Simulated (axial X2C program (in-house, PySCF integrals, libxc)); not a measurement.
# Linear CuSH at several levels

One table from this session's results is given with a row withheld; the runs are named, their logs left out.

The runs use an in-house X2C program for linear molecules on PySCF integrals; all-electron X2C, two-component (2c) or spin-free, Cu dyall-v3z, S dyall-av3z, H dyall-v3z.

All values are calculated.

2 further runs of the same task are left out: 2 set aside as unsound or not needed.

The first run:

task.json reads:

```json
{"zs": [29, 16, 1], "q": 0, "bas": ["dyall-v3z", "dyall-av3z", "dyall-v3z"], "r0": [2.15, 1.34], "symm": 0, "scan": ["PBE0", "HF", "B3LYP"], "levels": ["PBE0", "HF", "TPSSh"], "nst": 2}
```

Keys: zs atomic numbers; q charge; bas basis sets; r0 starting distance in Å; symm equal bonds; scan levels of the two-bond scan; levels methods; nst determinants followed.

On the command line:

```
$ python solin.py task.json out
```

Masses Cu 62.930, S 31.972, H 1.008 u.

Among the steps run: Scan at PBE0, 2c; Scan at B3LYP, 2c; Scan at PBE0, spin-free.

One of the session's tables, all rows but one given; the rest of the session is left out.

```
           level  r(Cu–S) (Å)  lower stretch (cm⁻¹)  upper stretch (cm⁻¹)
        PBE0, 2c            ?                     ?                     ?
       B3LYP, 2c        2.057                 410.6                2757.9
 PBE0, spin-free        2.042                 419.3                2802.1
B3LYP, spin-free        2.056                 410.9                2758.7
```

Estimate the missing values for PBE0, 2c.

As computed: r(Cu–S) (Å): 2.042; lower stretch (cm⁻¹): 419.0; upper stretch (cm⁻¹): 2801.4.

Scans not shown above were run alike.

The molecule was held linear; bending was not examined, so a bent shape may lie lower.
